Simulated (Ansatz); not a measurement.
The system is Ba2Tl5V3O12.

```
Ba V Tl O
1.0
     6.49009   -6.67692    0.00000
     6.49009    6.67692    0.00000
    -2.00957    0.00000    5.73760
Ba V Tl O
2 3 5 12
Direct
  0.47917 0.52083 0.00000
  0.79264 0.20736 0.00000
  0.65694 0.94605 0.25735
  0.05395 0.34306 0.74265
  0.57442 0.42558 0.50000
  0.49835 0.85629 0.63726
  0.14371 0.50165 0.36274
  0.01508 0.98492 0.50000
  0.30964 0.12677 0.21892
  0.87323 0.69036 0.78108
  0.00390 0.26325 0.44275
  0.59719 0.60676 0.67706
  0.91333 0.42820 0.84635
  0.52536 0.79943 0.20594
  0.68766 0.41628 0.31356
  0.09251 0.20316 0.88601
  0.58372 0.31234 0.68644
  0.79684 0.90749 0.11399
  0.57180 0.08667 0.15365
  0.20057 0.47464 0.79406
  0.73675 0.99610 0.55725
  0.39324 0.40281 0.32294
```

The cell was built by a generator and needn't be a form met in nature.

Base run:

```yaml
Program: Ansatz 0.2.0
Functional: RPBE
Potentials_or_basis: Ansatz PAW
Cutoff: 420 eV
Density_cutoff: 1680 eV
k_mesh: 3 × 3 × 5
Occupations: fermi-dirac, width 0.05 eV
Spin: collinear spin, ferromagnetic start
Starting_moments: "[0.0, 0.0, 2.0, 2.0, 2.0, 0.0, 0.0, 0.0, 0.0, 0.0, 0.0, 0.0, 0.0, 0.0, 0.0, 0.0, 0.0, 0.0, 0.0, 0.0, 0.0, 0.0] μB"
```

Its results: band gap on the k mesh 3.00 eV, indirect (least direct gap 3.05 eV); pressure 2.3 GPa; net moment 0.00 μB per cell; largest force 0.199 eV/Å.

Question: The run is repeated on the same cell with these changes: functional from RPBE to PBEsol. What comes out?

Answer: Band gap on the k mesh 2.86 eV, indirect (least direct gap 2.91 eV); pressure -2.7 GPa; net moment 0.00 μB per cell; largest force 0.320 eV/Å.

PBEsol binds more tightly than RPBE, so the same cell stands under less pressure.

Caveats: spin-orbit coupling is left out, which as a rule narrows the gap of such compounds by several tenths of an eV; the PAW data sets come from PBE, with cores solved anew for the run's functional, which leaves a small shift of forces and pressure; the potentials were made for another functional, which shifts forces and pressure (some runs).

Not every run made on this cell is shown here.
